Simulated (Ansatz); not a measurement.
Input of an Ansatz 0.2.0 run:

Contents of input.yaml:

```yaml
crystal:
  lattice:
    - [3.00789, 0.0, 0.0]
    - [0.0, 3.00789, 0.0]
    - [0.0, 0.0, 3.00789]
  atoms:
    - { symbol: W, position: [0.5, 0.5, 0.5] }
    - { symbol: S, position: [0.0, 0.0, 0.0] }
hamiltonian:
  xc: lda
  pseudopotentials: { kind: paw }
  hubbard: { sites: [{ species: W, l: d, u_eff: 2.0 }] }
kpoints:
  mp_grid: { grid: [9, 9, 9] }
  band_path:
    path:
      - [[0.0, 0.0, 0.0], [0.0, 0.5, 0.0], [0.5, 0.5, 0.0], [0.0, 0.0, 0.0], [0.5, 0.5, 0.5], [0.0, 0.5, 0.0]]
      - [[0.5, 0.5, 0.0], [0.5, 0.5, 0.5]]
    npoints: 14
scf:
  occupations: { method: fermi_dirac, width: 0.05 }
  n_extra_bands: 6
output:
  forces: true
  stress: true
  eigenvalues: true
  fatbands: false
```

Potentials or basis: Ansatz PAW.

The run is started by

```console
$ ansatz run input.yaml --threads 2 --pin off --max-ram 5632MiB --backend cpu --events-out ev --progress --plain --runs-dir out
```

(1) What does it give for the pressure?

(2) What does it give for the band gap on the k mesh?

Results:

(1) -11.2 GPa.

(2) none (metal or under the smearing width).

Caveat: spin-orbit coupling is left out, which moves the levels of the heavy elements; U without spin polarisation on a metal has little footing; the PAW data sets come from PBE, with cores solved anew for the run's functional, which leaves a small shift of forces and pressure.
